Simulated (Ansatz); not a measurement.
**Os: stress in a strained cell**

Aim: deform Os (zz strain of +2 %) and compute stress, forces and field gradients with LAPW, PAW and all-electron datasets made for the crystal.

Computed with Ansatz 0.2.0 (DFT PBEsol, scalar-relativistic, unless a step's input says otherwise).

**1. Starting point**

It takes space group P6_3/mmc (No. 194, hexagonal). The conventional cell has a = 2.734 Å, b = 2.734 Å, c = 4.320 Å, α = 90.00°, β = 90.00°, γ = 120.00°. Os (site symmetry -6m2) has 12 Os at 2.68 to 2.73 Å as nearest neighbours.

Coordinates:

```cif
data_structure
_symmetry_space_group_name_H-M 'P6_3/mmc'
_symmetry_Int_Tables_number 194
_cell_length_a 2.7341
_cell_length_b 2.7341
_cell_length_c 4.3197
_cell_angle_alpha 90.000
_cell_angle_beta 90.000
_cell_angle_gamma 120.000
_cell_volume 27.96
loop_
_atom_site_label
_atom_site_type_symbol
_atom_site_symmetry_multiplicity
_atom_site_Wyckoff_symbol
_atom_site_fract_x
_atom_site_fract_y
_atom_site_fract_z
_atom_site_occupancy
Os1 Os 2 c 0.33333 0.66667 0.25000 1
```

The file gives the conventional cell by its symmetry; the runs use the cell typed in the input.

Atoms are numbered in the order of the input: Os1, Os2.

**2. The deformed structure**

Space group P6_3/mmc before, P6_3/mmc after.

**3. All-electron LAPW**

Input file input.yaml:

```yaml
crystal:
  lattice:
    - [2.7340999755, 0.0, 0.0]
    - [-1.3670499878, 2.3678000353, 0.0]
    - [0.0, 0.0, 4.406094]
  atoms:
    - { symbol: Os, position: [0.3333333333, 0.6666666667, 0.25] }
    - { symbol: Os, position: [0.6666666667, 0.3333333333, 0.75] }
kpoints:
  mp_grid: { grid: [17, 17, 10] }
  band_path:
    path:
      - [0.0, 0.0, 0.0]
      - [0.5, 0.0, 0.0]
      - [0.3333333333, 0.3333333333, 0.0]
      - [0.0, 0.0, 0.0]
      - [0.0, 0.0, 0.5]
      - [0.5, 0.0, 0.5]
      - [0.3333333333, 0.3333333333, 0.5]
      - [0.0, 0.0, 0.5]
      - [0.5, 0.0, 0.5]
    npoints: 5
scf:
  occupations: { method: fermi_dirac, width: 0.08 }
hamiltonian:
  xc: pbesol
  pseudopotentials: { kind: all_electron, lapw: { basis_error: 0.001 } }
output:
  forces: true
  stress: true
  eigenvalues: true
```

On the command line:

```bash
$ ansatz run input.yaml --threads 1 --pin off --max-ram 3072MiB --backend cpu --events-out ev --progress --plain --runs-dir out
```

**4. PAW with frozen cores**

Input file input.yaml:

```yaml
crystal:
  lattice:
    - [2.7340999755, 0.0, 0.0]
    - [-1.3670499878, 2.3678000353, 0.0]
    - [0.0, 0.0, 4.406094]
  atoms:
    - { symbol: Os, position: [0.3333333333, 0.6666666667, 0.25] }
    - { symbol: Os, position: [0.6666666667, 0.3333333333, 0.75] }
kpoints:
  mp_grid: { grid: [17, 17, 10] }
scf:
  occupations: { method: fermi_dirac, width: 0.08 }
hamiltonian:
  xc: pbesol
  pseudopotentials: { kind: paw }
output:
  forces: true
  stress: true
  eigenvalues: true
  efg: { contact_densities: true }
```

**5. All-electron PAW on datasets made for the crystal**

input.yaml, as its differences from that of step 4:

```diff
@@ -14,3 +14,3 @@
   xc: pbesol
-  pseudopotentials: { kind: paw }
+  pseudopotentials: { kind: all_electron, datasets: crystal }
 output:
```

(Steps that only read results are left out.)

**Question.** What will these runs give? Wanted: pressure; largest shear or deviatoric stress.

The runs gave:

| quantity | value |
| --- | --- |
| pressure | LAPW -10.77, PAW -10.79, crystal datasets -10.77 GPa |
| largest shear or deviatoric stress (LAPW) | 8.24 GPa |

In words: The largest part of the stress beyond the pressure is 8.24 GPa in size, in the zz component; the atoms are carried along and not relaxed. No run of the undeformed cell stands beside it, so the pressure holds what the given cell had before the change. PAW: stress within 0.02 GPa of LAPW. Crystal datasets: stress within 0.01 GPa of LAPW. Spin-orbit coupling is left out, though the cell holds Os; in elements this heavy it can shift bands and gaps by tenths of an eV.
